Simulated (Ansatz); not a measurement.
# SeSi: the cost of one run

All numbers are computed with Ansatz 0.2.0 through its Python package. The levels of theory stand in the script.

**1. The structure**

Bond lengths: Si1–Se2 2.330 Å.

The script holds or builds the structure itself.

**2. The script**

Contents of sesi.py:

```python
"""SeSi(+) with and without the spin-free two-component Hamiltonian."""

from dataclasses import dataclass

import ansatz
import numpy as np


@dataclass(frozen=True)
class Settings:
    xc: str = "hf"
    net_charge: int = 1


cfg = Settings()

geometry = (
    ansatz.Crystal.molecule()
    .atom("Si", (0.0, 0.0, 0.0))
    .atom("Se", (0.0, 0.0, 2.33))
)

calc = (
    geometry.calculation()
    .functional(cfg.xc)
    .charge(cfg.net_charge)
    .spin("collinear", total=1)
    .forces()
)
# a set contracted for a scalar-relativistic Hamiltonian goes with the relativistic run
sets = {"none": "cc-pVTZ", "scalar": "cc-pVTZ-DK"}
found = {kind: calc.basis(gaussian=basis).pseudopotentials(relativity=kind).run(threads=1).report for kind, basis in sets.items()}
for kind, each in found.items():
    dipole = 4.803205 * np.linalg.norm(each["charge_distribution"]["dipole_moment_e_ang"])
    print(f"{kind:7s} E = {each['free_energy_ev']:.4f} eV  dipole {dipole:.3f} D  largest force component {np.abs(each['forces_ev_ang']).max():.4f} eV/A")
print(f"relativity lowers the total energy by {found['none']['free_energy_ev'] - found['scalar']['free_energy_ev']:.3f} eV")
```

**3. The input behind the calls**

The engine receives this input (first run):

```yaml
crystal:
  periodic: [false, false, false]
  atoms:
    - { symbol: Si, position_ang: [0.0, 0.0, 0.0] }
    - { symbol: Se, position_ang: [0.0, 0.0, 2.33] }
basis:
  gaussian:
    orbitals: cc-pVTZ
hamiltonian:
  xc: hf
  pseudopotentials:
    relativity: none
magnetization:
  spin_polarized: true
  initial_magnetization: 1.0
total_charge: 1.0
output:
  forces: true
```

**4. Running it**

Command:

```bash
$ python sesi.py
```

Q: Estimate wall time and peak memory on 1 thread of Arm Neoverse V2, shared host.

About 20 s, with a peak of 0.24 GiB.
